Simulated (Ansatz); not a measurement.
C2H3GaS, SMILES C=[C]1[S][GaH]1, a geometry optimisation

With Ansatz 0.2.0 through its Python package.

Run as a notebook:

In [1]:
```python
import itertools

import ansatz
from ase.data import atomic_numbers, covalent_radii
import numpy as np
```

In [2]:
```python
mol = (
    ansatz.Crystal.molecule()
    .atom('C', [0.0552, 0.8893, 0.6565])
    .atom('C', [-0.401, -0.3003, 0.3516])
    .atom('S', [-1.3947, -1.7467, 0.7439])
    .atom('Ga', [0.2006, -1.3161, -1.2159])
    .atom('H', [0.6919, 1.4451, -0.0369])
    .atom('H', [-0.3468, 1.437, 1.5455])
    .atom('H', [1.2561, -0.4764, -2.0903])
)
```

In [3]:
```python
setup = mol.calculation().basis(gaussian='def2-SVP').functional('B3LYP')
symbols = [site.symbol for site in mol.cartesian_sites]
start = np.array([site.position_ang for site in mol.cartesian_sites], dtype=float)
summary = setup.relax(force_tolerance=0.005).run(threads=1).report
end = np.array(summary['positions_ang'])

print('reference energy %16.6f eV' % summary['reference_energy_ev'])
print('total energy     %16.6f eV' % summary['free_energy_ev'])
print('occupied orbitals outside the frozen core (up, down):', summary['n_occupied'], ' frozen:', summary['n_frozen'], ' virtual:', summary['n_virtual'])
```
```text
reference energy    -65325.037000 eV
total energy        -65325.037000 eV
occupied orbitals outside the frozen core (up, down): [31, 31]  frozen: 0  virtual: [62, 62]
```

In [4]:
```python
# pairs closer than 1.2 times the sum of covalent radii, before or after
radius = [covalent_radii[atomic_numbers[s]] for s in symbols]
span = lambda where, i, j: np.linalg.norm(where[i] - where[j])
bonded = [(i, j) for i, j in itertools.combinations(range(len(symbols)), 2) if min(span(start, i, j), span(end, i, j)) < 1.2 * (radius[i] + radius[j])]
print('pair        before    after (A)')
for i, j in bonded:
    print(f'{symbols[i]}{i}-{symbols[j]}{j}'.ljust(10), f'{span(start, i, j):8.4f} {span(end, i, j):8.4f}')
with open('c2h3gas_opt.xyz', 'w') as handle:
    handle.write(f'{len(symbols)}\nrelaxed C2H3GaS\n')
    handle.writelines(f'{s:2s} {x:11.6f} {y:11.6f} {z:11.6f}\n' for s, (x, y, z) in zip(symbols, end))
```
```text
pair        before    after (A)
C0-C1        1.3100   1.3334
C0-H4        1.0932   1.0941
C0-H5        1.1189   1.0968
C1-S2        1.7982   1.8362
C1-Ga3       1.9624   1.9019
S2-Ga3       2.5634   2.2395
Ga3-H6       1.6074   1.5381
```

It writes `c2h3gas_opt.xyz`:
```text
7
relaxed C2H3GaS
C    -0.058972    1.127375    0.890770
C    -0.099977    0.010396    0.163615
S    -1.023193   -1.561655    0.382340
Ga    0.377282   -1.101616   -1.303661
H     0.566820    1.971858    0.587006
H    -0.645810    1.237835    1.810753
H     0.945150   -1.752293   -2.576423
```

Reading the output:
- Total energies depend on the basis set; only differences at equal settings carry meaning.
- The end point is the stationary point reached from this start; no frequency run checks that it is a minimum, and the basis set is modest.
- b3lyp holds the VWN-RPA fit, as in Gaussian; the form of ORCA and Turbomole is b3lyp5.
- Run time: 46 s on 1 thread of Intel(R) Xeon(R) Platinum 8488C (Sapphire Rapids) (shared host), peak memory 0.29 GiB.

(Lines on the test bed's own set-up are left out of the output.)
